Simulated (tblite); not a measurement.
# C7H14F2Si: the cost of one run

Programs: tblite 0.8.0 and PySCF 2.14.0, with density-fitted response routines of our own. Each step states its level of theory. These are calculated values for one molecule in the gas phase, unless marked as measured. Atoms are numbered from 0 throughout.

## 1. Starting geometry

24 atoms, charge 0, multiplicity 1; geometry from: force field or distance geometry start.

Bonds of the start (Å): C0–C1 1.52, C1–C2 1.49, C2–F3 1.41, C2–C4 1.48, C4–C5 1.48, C5–Si6 1.84, Si6–C7 1.87, Si6–C8 1.88, C8–F9 1.38, C8–C1 1.52, C0–H10 1.10, C0–H11 1.12, C0–H12 1.12, C1–H13 1.09, C2–H14 1.10, C4–H15 1.12, C4–H16 1.13, C5–H17 1.12, C5–H18 1.11, Si6–H19 1.48, C7–H20 1.11, C7–H21 1.10, C7–H22 1.11, C8–H23 1.12.

## 2. Optimising the geometry with GFN2-xTB

The job: settings as JSON, then the geometry in Å.

```
{"job": {"kind": "relax", "xc": "GFN2-xTB", "basis": "xTB"}, "charge": 0, "multiplicity": 1}
C     -2.161700     0.858400     1.490200
C     -1.128400     0.694300     0.384800
C     -1.526800    -0.518300    -0.383700
F     -2.836200    -0.253600    -0.830700
C     -0.749300    -0.808800    -1.608100
C      0.725600    -0.829600    -1.484600
Si     1.458600     0.343000    -0.268700
C      3.111000    -0.242800     0.369200
C      0.200500     0.537100     1.111600
F      0.521300     1.645200     1.869200
H     -1.806300     1.556500     2.259600
H     -3.112200     1.198700     1.009400
H     -2.371400    -0.147500     1.937700
H     -1.116000     1.623800    -0.186400
H     -1.621600    -1.361600     0.321200
H     -1.057500    -1.832600    -1.932500
H     -1.071500    -0.143200    -2.456500
H      1.048900    -1.876700    -1.238500
H      1.153700    -0.594800    -2.485800
H      1.711100     1.649500    -0.908200
H      3.695000    -0.600600    -0.508500
H      3.038200    -1.096900     1.060900
H      3.660100     0.629300     0.777200
H      0.223000    -0.409200     1.708700
```

The run is started by

```bash
> OMP_NUM_THREADS=1 python probes_run.py task.json out
```

One launch serves the whole session: the jobs run in the order shown.

**Question.** How long does this first job take on 1 thread of Arm Neoverse N1, shared host, and how much memory does it need?

About 1.5 s, with a peak of 0.18 GiB.
